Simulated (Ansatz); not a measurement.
# LiBPt3: a short molecular-dynamics run

A trajectory of LiBPt3, a randomly packed cell with 15 atoms that was not relaxed first: 60 steps of 1 fs under a Langevin thermostat and barostat at 1200 K and 1 GPa.

Method: DFT PBE, plane waves, PAW, scalar-relativistic, no spin polarisation, in Ansatz 0.2.0.

### 1 The structure to begin with

The cell holds 15 atoms (B3Li3Pt9): a = 5.640 Å, b = 6.576 Å, c = 6.474 Å, α = 76.77°, β = 101.63°, γ = 93.00°.

Coordinates:

```xyz
15
Lattice="5.6294 -0.0474 -0.3448 -0.2497 6.5391 0.6462 -0.9108 0.8275 6.3562" Properties=species:S:1:pos:R:3 pbc="T T T"
B     0.6355    3.8798    5.2962
B     3.7837    2.7601    3.3238
B    -0.5862    6.7917    3.8925
Pt    3.4923    7.0163    5.5100
Pt    2.9469    6.7552    2.5021
Pt    1.4490    5.8175    4.3875
Pt    2.7794    2.8866    5.3858
Pt    5.3889    0.9318    0.7002
Pt    0.3829    2.6155    3.0326
Li    2.3868    5.2108    0.5334
Li    1.9288    2.3023    1.0204
Li    4.1249    4.8118    4.2879
Pt    4.1355    3.4974    1.1644
Pt    0.4318    5.1047    2.1389
Pt    0.5085    1.5722    5.3902
```

### 2 Molecular dynamics

input.yaml reads:

```yaml
crystal:
  lattice:
    - [5.629444, -0.047365, -0.344813]
    - [-0.249745, 6.539083, 0.646184]
    - [-0.910829, 0.827509, 6.356166]
  atoms:
    - { symbol: B, position: [0.263827, 0.494339, 0.79729] }
    - { symbol: B, position: [0.773591, 0.360844, 0.528215] }
    - { symbol: B, position: [0.022329, 0.973671, 0.514617] }
    - { symbol: Pt, position: [0.794849, 0.976144, 0.810755] }
    - { symbol: Pt, position: [0.62043, 0.996291, 0.326027] }
    - { symbol: Pt, position: [0.395248, 0.812906, 0.629074] }
    - { symbol: Pt, position: [0.645944, 0.33881, 0.847926] }
    - { symbol: Pt, position: [0.987412, 0.130603, 0.150451] }
    - { symbol: Pt, position: [0.156195, 0.344087, 0.450602] }
    - { symbol: Li, position: [0.463868, 0.796671, 0.028092] }
    - { symbol: Li, position: [0.381343, 0.336233, 0.147046] }
    - { symbol: Li, position: [0.867909, 0.659295, 0.654666] }
    - { symbol: Pt, position: [0.785631, 0.518635, 0.173093] }
    - { symbol: Pt, position: [0.153362, 0.747735, 0.268814] }
    - { symbol: Pt, position: [0.233356, 0.134945, 0.846963] }
kpoints:
  mp_grid: { grid: [3, 3, 3] }
magnetization:
  spin_polarized: false
scf:
  occupations: { method: gaussian, width: 0.1 }
hamiltonian:
  pseudopotentials: { kind: paw }
  xc: pbe
basis:
  ecutwfc: 420
md:
  timestep: 1.0
  n_steps: 60
  ensemble: npt_langevin
  temperature: 1200.0
  initial_velocities: maxwell_boltzmann
  seed: 575884
  pressure: 1.0
```

Launch:

```bash
> ansatz run input.yaml --threads 2 --pin off --max-ram 2560MiB --backend cpu --events-out ev --progress --plain --runs-dir out
```

What does the calculation give? Wanted: temperature, first and last step; temperature, second half; potential energy, second half; largest change of the conserved energy; volume, first and last step; mean square displacement, second half.

**Answer**, as computed:

| quantity | value |
| --- | --- |
| length | 60 steps of 1 fs |
| temperature, first and last step | 1120 and 1889 K |
| temperature, second half | mean 1615 K, from 1430 to 1889 K |
| potential energy, second half | -87 meV/atom from the start |
| largest change of the conserved energy | 0.18 meV/atom |
| volume, first and last step | 15.26 and 15.76 Å³/atom |
| mean square displacement, second half | B 0.723, Li 0.121, Pt 0.028 Å² |

What this shows: Against a set 1200 K the second half averages 1615 K with a spread of 129 K (in equilibrium 15 atoms would scatter by about 253 K, over a far longer run). The conserved energy strays from its start by at most 0.18 meV/atom, under 0.1 % of the mean kinetic energy, so a step of 1 fs is short enough over this time. Over the second half B atoms stand 0.9 Å (root mean square) from where they began, and the farthest move is 1.4 Å. The volume changes by +3.2 % from first to last step, and is still moving at the end, so it is no equilibrium value. Averages from a run of 60 fs with 15 atoms are rough.
